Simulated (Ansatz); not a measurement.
# GaSiH₃ (triplet): wave-function methods side by side, cc-pVDZ

The task here is to estimate one member of a computed series from the others.

Computed with Ansatz 0.2.0, Gaussian basis. Level: cc-pVDZ, core rule «outside noble gas», up to 19 orbitals frozen.

To be run: UHF; CCSD(T) on ROHF; CCSD(T) on UHF; BCCD(T) on ROHF; CISD; CCSDT(Q) on ROHF; CCSDT(Q) on UHF.

5 further runs of the same task are left out: 2 for a known fault of the program, 3 set aside as unsound or not needed.

## The geometry

The geometry is a PBE0/def2-TZVP stationary point (not a proven minimum) of the parent state, kept for this charge and spin. No spin-orbit coupling is included. The filled d shell of Ga may be among the frozen orbitals whatever the setting's name suggests; the logs give the count.

5 atoms, charge 0, spin multiplicity 3.

Atoms are counted from 1 here; the program's logs count them from 0.

Bond lengths: Si1–Ga2 2.262 Å, Si1–H3 1.596 Å, Si1–H4 1.596 Å, Ga2–H5 1.580 Å. Angles: Ga2–Si1–H3 61.1°, Ga2–Si1–H4 61.1°, H3–Si1–H4 81.5°, Si1–Ga2–H5 158.9°.

As a file:

```xyz
5

Si   -0.03225    0.00000    1.61700
Ga   -0.02114    0.00000   -0.64536
H     0.90342    1.04217    0.85118
H     0.90342   -1.04218    0.85117
H     0.55402    0.00000   -2.11713
```

Set-up of the first run:

in.yaml reads:

```yaml
crystal:
  periodic: [false, false, false]
  atoms:
    - {symbol: Si, position_ang: [-0.032247, -0.000001, 1.616996]}
    - {symbol: Ga, position_ang: [-0.021140, 0.000000, -0.645355]}
    - {symbol: H, position_ang: [0.903423, 1.042173, 0.851175]}
    - {symbol: H, position_ang: [0.903422, -1.042175, 0.851174]}
    - {symbol: H, position_ang: [0.554022, 0.000001, -2.117132]}
basis:
  gaussian: {orbitals: cc-pVDZ}
magnetization: {spin_polarized: true, initial_magnetization: 2}
hamiltonian: {xc: hf}
output: {orbitals: {seedname: orbitals}}
```

The run is started by

```
ansatz run in.yaml --threads 1 --pin off --events-out ev --progress --plain --max-ram 4096MiB --backend cpu
```

Steps of the session up to this table: UHF; CCSD(T) on ROHF; CCSD(T) on UHF; BCCD(T) on ROHF; CISD; CCSDT(Q) on ROHF; CCSDT(Q) on UHF.

One of the session's tables, all rows but one given; the rest of the session is left out.

| method | from UCCSDT(Q) (meV) |
| --- | --- |
| ROHF | +5360.8 |
| UHF | +5217.3 |
| RMP2 | +1251.9 |
| UMP2 | ? |
| RCCSD | +227.6 |
| UCCSD | +216.0 |
| RCCSD(T) | +56.8 |
| UCCSD(T) | +49.7 |
| BCCD(T) | +55.6 |
| RCCSDT | +15.9 |
| UCCSDT | +8.7 |
| RCCSDT(Q) | +7.5 |
| UCCSDT(Q) | 0 |

Q: Estimate the row for UMP2 from the others.

**Answer.** from UCCSDT(Q) (meV): +1259.6. In the column «from UCCSDT(Q) (meV)» it lies between RMP2 (+1251.9) and UHF (+5217.3).

Not comparable, so not listed: CISD (they don't share determinant, frozen orbitals or solution with the rows shown, or repeat one).

To keep in mind: Restricted and unrestricted rows rest on different reference determinants; where their highest levels disagree by more than a few hundredths of an eV, they describe different states and don't form one ladder.
